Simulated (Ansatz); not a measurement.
# LuPd: pressure up to the limit of the methods

Aim: compress LuPd step by step, far beyond the usual range, and follow pressure and electronic structure. Methods of the runs shown: LAPW. Companion runs by PAW are cited. Its runs: the reference run (LAPW); volume scaled by 0.9 (LAPW); volume scaled by 0.75 (LAPW); volume scaled by 0.7 (LAPW).

Method: DFT, LDA, all-electron LAPW, scalar-relativistic, in Ansatz 0.2.0.

3 further runs of the same task are left out: 1 for a known fault of the program, 2 that didn't finish.

## 1. The system as given

The structure is cubic, space group Pm-3m (No. 221). Conventional cell: a = 3.415 Å, b = 3.415 Å, c = 3.415 Å, α = 90.00°, β = 90.00°, γ = 90.00°. Lu (site symmetry m-3m) has 8 Pd at 2.96 Å as nearest neighbours. Around Pd (site symmetry m-3m) lie 8 Lu at 2.96 Å.

As a file:

```cif
data_structure
_symmetry_space_group_name_H-M 'Pm-3m'
_symmetry_Int_Tables_number 221
_cell_length_a 3.4150
_cell_length_b 3.4150
_cell_length_c 3.4150
_cell_angle_alpha 90.000
_cell_angle_beta 90.000
_cell_angle_gamma 90.000
_cell_volume 39.83
loop_
_atom_site_label
_atom_site_type_symbol
_atom_site_symmetry_multiplicity
_atom_site_Wyckoff_symbol
_atom_site_fract_x
_atom_site_fract_y
_atom_site_fract_z
_atom_site_occupancy
Lu1 Lu 1 a 0.00000 0.00000 0.00000 1
Pd1 Pd 1 b 0.50000 0.50000 0.50000 1
```

The file gives the conventional cell by its symmetry; the runs use the cell typed in the input.

Whether this phase is the stable one at these pressures isn't tested.

Atoms are numbered in the order of the input: Lu1, Pd2.

## 2. The reference volume, LAPW

The input, input.yaml:

```yaml
crystal:
  lattice:
    - [3.415, 0.0, 0.0]
    - [0.0, 3.415, 0.0]
    - [0.0, 0.0, 3.415]
  atoms:
    - { symbol: Lu, position: [0.0, 0.0, 0.0] }
    - { symbol: Pd, position: [0.5, 0.5, 0.5] }
kpoints:
  mp_grid: { grid: [11, 11, 11] }
  band_path:
    path:
      - [0.0, 0.0, 0.0]
      - [0.0, 0.5, 0.0]
      - [0.5, 0.5, 0.0]
      - [0.0, 0.0, 0.0]
      - [0.5, 0.5, 0.5]
      - [0.0, 0.5, 0.0]
      - [0.5, 0.5, 0.5]
      - [0.5, 0.5, 0.0]
    npoints: 14
scf:
  occupations: { method: fermi_dirac, width: 0.05 }
hamiltonian:
  xc: lda
  pseudopotentials: { kind: all_electron, lapw: { basis_error: 0.001 } }
output:
  forces: true
  stress: true
  eigenvalues: true
  populations: true
```

The run is started by

```
> ansatz run input.yaml --threads 1 --pin off --max-ram 2048MiB --backend cpu --events-out ev --progress --plain --runs-dir out
```

## 3. Volume scaled by 0.9, LAPW

Changes to input.yaml since step 2:

```diff
@@ -2,5 +2,5 @@
   lattice:
-    - [3.415, 0.0, 0.0]
-    - [0.0, 3.415, 0.0]
-    - [0.0, 0.0, 3.415]
+    - [3.2971462484, 0.0, 0.0]
+    - [0.0, 3.2971462484, 0.0]
+    - [0.0, 0.0, 3.2971462484]
   atoms:
@@ -20,3 +20,3 @@
       - [0.5, 0.5, 0.0]
-    npoints: 14
+    npoints: 6
 scf:
```

## 4. Volume scaled by 0.75, LAPW

Changes to input.yaml since step 3:

```diff
@@ -2,5 +2,5 @@
   lattice:
-    - [3.2971462484, 0.0, 0.0]
-    - [0.0, 3.2971462484, 0.0]
-    - [0.0, 0.0, 3.2971462484]
+    - [3.1027334123, 0.0, 0.0]
+    - [0.0, 3.1027334123, 0.0]
+    - [0.0, 0.0, 3.1027334123]
   atoms:
```

## 5. Volume scaled by 0.7, LAPW

Changes to input.yaml since step 4:

```diff
@@ -2,5 +2,5 @@
   lattice:
-    - [3.1027334123, 0.0, 0.0]
-    - [0.0, 3.1027334123, 0.0]
-    - [0.0, 0.0, 3.1027334123]
+    - [3.032192166, 0.0, 0.0]
+    - [0.0, 3.032192166, 0.0]
+    - [0.0, 0.0, 3.032192166]
   atoms:
```

(Steps that only read results are left out.)

Q: Predict the outcome of this session. Wanted: LAPW pressure at 0.7 of the volume; PAW pressure at 0.7 of the volume; fitted bulk modulus at zero pressure.

As calculated:

| quantity | value |
| --- | --- |
| LAPW pressure at 0.7 of the volume | 68.7 GPa |
| PAW pressure at 0.7 of the volume | 68.6 GPa |
| fitted bulk modulus at zero pressure (LAPW) | 123 GPa |
| its pressure derivative | 4.19 |

What this shows: By LAPW the pressure climbs to 69 GPa at 0.7 of the first volume. One third-order Birch-Murnaghan curve follows these points (B₀ = 123 GPa, B′ = 4.19, misfit at most 0.21 GPa). A fit over so wide a range leans to the high pressures, so B₀ can be off by several per cent. Where LAPW's pressure is over 3 GPa, PAW's departs from it by at most 0.1 %, at 0.9 of the volume. The ions are at rest, and the electrons smeared by 0.05 eV. Spin-orbit coupling is left out, though the cell holds Lu; in elements this heavy it can shift bands and gaps by tenths of an eV.
